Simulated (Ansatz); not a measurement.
Al3Au under changes of volume

One of the cells (16.640 Å³/atom); the others are scaled copies at fixed shape and fractional positions:

```xyz
4
Lattice="-2.0253 2.0253 4.0566 2.0253 -2.0253 4.0566 2.0253 2.0253 -4.0566" Properties=species:S:1:pos:R:3 pbc="T T T"
Au    0.0000    0.0000    0.0000
Al    0.0000    0.0000    4.0566
Al    2.0253    0.0000    2.0283
Al    0.0000    2.0253    2.0283
```

The cell comes from a database or a generator and needn't be the stable form of this composition.

```yaml
Program: Ansatz 0.2.0
Functional: PBEsol
Potentials_or_basis: all-electron LAPW, scalar-relativistic
Cutoff: 194 eV (chosen from the basis error)
Basis_error_allowed: 0.001 eV/atom
k_mesh: 9 × 9 × 9
Occupations: fermi-dirac, width 0.05 eV
Spin: no spin polarisation
```

```csv
volume (Å³/atom),energy over the lowest point (meV/atom),pressure (GPa)
15.642,?,?
15.974,0.69,1.5
16.307,0.00,-0.7
16.640,3.54,-2.6
16.973,10.83,-4.3
17.306,21.42,-5.8
17.638,35.01,-7.2
```

Problem. What does the run at 15.642 Å³/atom give?

Solution. Energy over the lowest point 6.14 meV/atom; pressure 3.9 GPa.

Worked out: A Birch-Murnaghan fit of order 3 (a polynomial in V^(-2/3)) to the other rows has its minimum at 16.19 Å³/atom with B0 = V·E''(V) = 102 GPa and B' = 4.6 at fixed shape and positions, which overstates the stiffness. It gives 6.05 meV/atom at 15.642 Å³/atom, against the run's 6.14, and -dE/dV = 3.8 GPa, against 3.9.

Energies are extrapolated to zero smearing.
